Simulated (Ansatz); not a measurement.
A nudged elastic band was laid between two geometries of a periodic cell of 13 atoms, K8HPt4 (host K2Pt, host structure Fm-3m, interstitial H).

Method: DFT PBEsol, scalar-relativistic, plane waves, PAW in Ansatz 0.2.0. Settings: cutoff 420 eV, k mesh 2x2x2, fermi-dirac smearing 0.1 eV, no spin polarisation.

- movable images: 5
- climbing image: yes
- spring: 10.0 eV/Å²
- optimiser: quadratic models (default)
- start path: IDPP
- force threshold: 0.05 eV/Å
- iteration limit: 47
- end points: relaxed

Image 0:

```xyz
13
Lattice="7.5629 0.0000 0.0000 0.0000 7.5629 0.0000 0.0000 0.0000 7.5629" Properties=species:S:1:pos:R:3
K 5.638 5.722 5.640
K 1.908 2.016 1.910
Pt -0.003 0.131 -0.001
K 1.909 2.016 5.650
K 5.638 5.722 1.920
Pt 3.779 3.882 -0.001
K 1.919 5.722 1.921
K 5.648 2.016 5.650
Pt 3.778 0.087 3.780
K 5.648 2.016 1.910
K 1.919 5.722 5.640
Pt -0.003 3.882 3.780
H -0.004 1.735 -0.002
```

Image 6:

```xyz
13
Lattice="7.5629 0.0000 0.0000 0.0000 7.5629 0.0000 0.0000 0.0000 7.5629" Properties=species:S:1:pos:R:3
K 5.624 5.697 5.647
K 1.767 1.863 1.917
Pt -0.090 0.001 -0.002
K 1.767 1.863 5.642
K 5.624 5.697 1.913
Pt 3.670 3.782 -0.002
K 1.767 5.701 1.917
K 5.624 1.867 5.647
Pt 3.701 0.001 3.780
K 5.624 1.867 1.913
K 1.767 5.701 5.642
Pt -0.090 3.782 3.780
H 2.068 3.782 -0.003
```

(1) Which bonds break or form, and what moves?

(2) What energy profile does the band end with?

(3) What is the geometry of the highest image?

Answers

(1) The atom that moves furthest is H13, by 2.91 Å; four of its nearest neighbours are Pt3 1.60, K8 2.72, K10 2.72, K4 2.72 Å at the first end and Pt6 1.60, K11 2.73, K4 2.73, K7 2.73 Å at the last.

(2) The forces met the threshold. The highest image is number 3 of 0 to 6, 0.57 eV above the ends, which have the same energy within 2 meV. By the program's own check the climbing image is of a kind that is not told: the force calls were inconclusive, a negative curvature could not be distinguished from the path's own, the only one lies far off the path, or fixed occupations may fill a level only in part (lowest curvatures found: -1.10 and 0.07 eV/Å²). Limits of this set-up: coarse k mesh, odd electron count without spin, a small cell, in which the defect meets its images, a typed lattice constant that wasn't relaxed here.

| image | path coordinate (Å) | energy (eV) | Pt3–H13 (Å) | Pt6–H13 (Å) |
| --- | --- | --- | --- | --- |
| 0 | 0.00 | 0.00 | 1.60 | 4.35 |
| 1 | 0.91 | 0.17 | 1.59 | 3.62 |
| 2 | 1.82 | 0.49 | 1.63 | 2.79 |
| 3 | 2.72 | 0.57 | 2.26 | 1.68 |
| 4 | 3.57 | 0.31 | 3.21 | 1.59 |
| 5 | 4.42 | 0.13 | 3.78 | 1.58 |
| 6 | 5.27 | 0.00 | 4.35 | 1.60 |

(3) 
```xyz
13
Lattice="7.5629 0.0000 0.0000 0.0000 7.5629 0.0000 0.0000 0.0000 7.5629" Properties=species:S:1:pos:R:3
K 5.697 5.923 5.672
K 1.658 1.904 2.301
Pt 0.313 0.511 -0.003
K 1.657 1.903 5.259
K 5.699 5.924 1.888
Pt 3.097 3.294 0.001
K 1.845 5.725 1.850
K 5.492 2.058 5.708
Pt 3.783 0.015 3.780
K 5.492 2.059 1.851
K 1.844 5.724 5.709
Pt -0.218 4.016 3.780
H 1.940 2.081 -0.003
```

Time of the run: 41 min on 2 threads of Intel(R) Xeon(R) Platinum 8259CL CPU @ 2.50GHz (Skylake/Cascade Lake), with other jobs on the host, peak memory 1.8 GiB.
